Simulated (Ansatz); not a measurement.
# CH4Cl2OSTi: basis-set convergence

One table from this session's results is given with a row withheld; the runs are named, their logs left out.

Computed with Ansatz 0.2.0, Gaussian basis. Level: one geometry, several basis sets.

Plan: PBE0-D4/def2-SVP; ωB97M-V/def2-SVP; PBE0-D4/def2-QZVPP; ωB97M-V/def2-QZVPP; the functionals' def2-TZVPP values are taken from earlier runs.

### The geometry

An earlier PBE0-D4 in a triple-zeta def2 set relaxation fixed the geometry.

SMILES `C[S][Ti]([OH])([Cl])[Cl]`, 10 atoms, charge 0, spin multiplicity 1.

Atoms are counted from 1 here; the program's logs count them from 0.

Bond lengths: C1–S2 1.820 Å, C1–H7 1.089 Å, C1–H8 1.090 Å, C1–H9 1.089 Å, S2–Ti3 2.252 Å, Ti3–O4 1.762 Å, Ti3–Cl5 2.198 Å, Ti3–Cl6 2.186 Å, O4–H10 0.958 Å. Angles: S2–C1–H7 110.7°, S2–C1–H8 106.9°, S2–C1–H9 110.4°, H7–C1–H8 109.5°, H7–C1–H9 110.1°, H8–C1–H9 109.2°, C1–S2–Ti3 100.1°, S2–Ti3–O4 107.0°, S2–Ti3–Cl5 109.3°, S2–Ti3–Cl6 107.2°, O4–Ti3–Cl5 108.4°, O4–Ti3–Cl6 113.6°, Cl5–Ti3–Cl6 111.2°, Ti3–O4–H10 142.5°.

The first run:

Input file in.yaml:

```yaml
crystal:
  periodic: [false, false, false]
  atoms:
    - {symbol: C, position_ang: [-0.391124, -0.704864, -1.623204]}
    - {symbol: S, position_ang: [-1.094287, 0.796671, -0.873003]}
    - {symbol: Ti, position_ang: [0.138480, 0.910797, 1.007616]}
    - {symbol: O, position_ang: [0.313849, -0.735894, 1.609607]}
    - {symbol: Cl, position_ang: [2.136266, 1.688022, 0.520063]}
    - {symbol: Cl, position_ang: [-0.911558, 2.240588, 2.388830]}
    - {symbol: H, position_ang: [-0.411042, -1.533275, -0.916577]}
    - {symbol: H, position_ang: [-1.010093, -0.947663, -2.486652]}
    - {symbol: H, position_ang: [0.629585, -0.520022, -1.955454]}
    - {symbol: H, position_ang: [0.682924, -1.245659, 2.331673]}
basis:
  gaussian: {orbitals: def2-SVP}
hamiltonian: {xc: pbe0, dispersion: d4}
output: {orbitals: {seedname: orbitals}}
```

Among the steps run: PBE0-D4 in def2-SVP; ωB97M-V in def2-SVP; PBE0-D4 in def2-QZVPP; ωB97M-V in def2-QZVPP.

One of the session's tables, all rows but one given; the rest of the session is left out.

It belongs to the step «Functionals by basis». 

```
functional       basis  HOMO (eV)  LUMO (eV)
   PBE0-D4    def2-SVP      -7.37      -2.88
   PBE0-D4  def2-TZVPP      -7.45      -2.89
   PBE0-D4  def2-QZVPP          ?          ?
   ωB97M-V    def2-SVP      -9.43      -0.70
   ωB97M-V  def2-TZVPP      -9.56      -0.77
   ωB97M-V  def2-QZVPP      -9.59      -0.81
```

Estimate the missing values for PBE0-D4, def2-QZVPP.

**Answer.** HOMO (eV): -7.47; LUMO (eV): -2.91. In the column «HOMO (eV)» it lies between ωB97M-V, def2-SVP (-9.43) and PBE0-D4, def2-TZVPP (-7.45).
